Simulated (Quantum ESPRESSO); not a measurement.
Crystal: MnO2.

```xyz
6
Lattice="4.3960 0.0000 0.0000 0.0000 4.3960 0.0000 0.0000 0.0000 2.8710" Properties=species:S:1:pos:R:3 pbc="T T T"
Mn    0.0000    0.0000    0.0000
Mn    2.1980    2.1980    1.4355
O     1.3276    1.3276    0.0000
O     0.8704    3.5256    1.4355
O     3.0684    3.0684    0.0000
O     3.5256    0.8704    1.4355
```

Base run:

| Property | Result |
| --- | --- |
| Program | Quantum ESPRESSO 7.5 |
| Functional | LDA |
| Potentials or basis | GBRV 1.5 LDA |
| Cutoff | 612 eV |
| Density cutoff | 4898 eV |
| k mesh | 4 × 4 × 7 |
| Occupations | gaussian, width 0.05 eV |
| Spin | collinear spin, ferromagnetic start |
| Starting moments | [3.0, 3.0, 0.0, 0.0, 0.0, 0.0] μB |
| Hubbard terms | Mn d U = 1 eV |

Its results: band gap on the k mesh none (metal or under the smearing width); pressure -9.8 GPa; net moment 6.00 μB per cell; site moments Mn +2.42; O +0.08 μB; largest force 0.548 eV/Å.

Q: The run is repeated on the same cell with these changes: hubbard terms from Mn d U = 1 eV to Mn d U = 4 eV. What comes out?

A: Band gap on the k mesh none (metal or under the smearing width); pressure -4.8 GPa; net moment 6.02 μB per cell; site moments Mn +2.66; O -0.05 μB; largest force 0.518 eV/Å.

Caveats: only a ferromagnetic start was run, and an antiferromagnetic order may lie lower in energy.
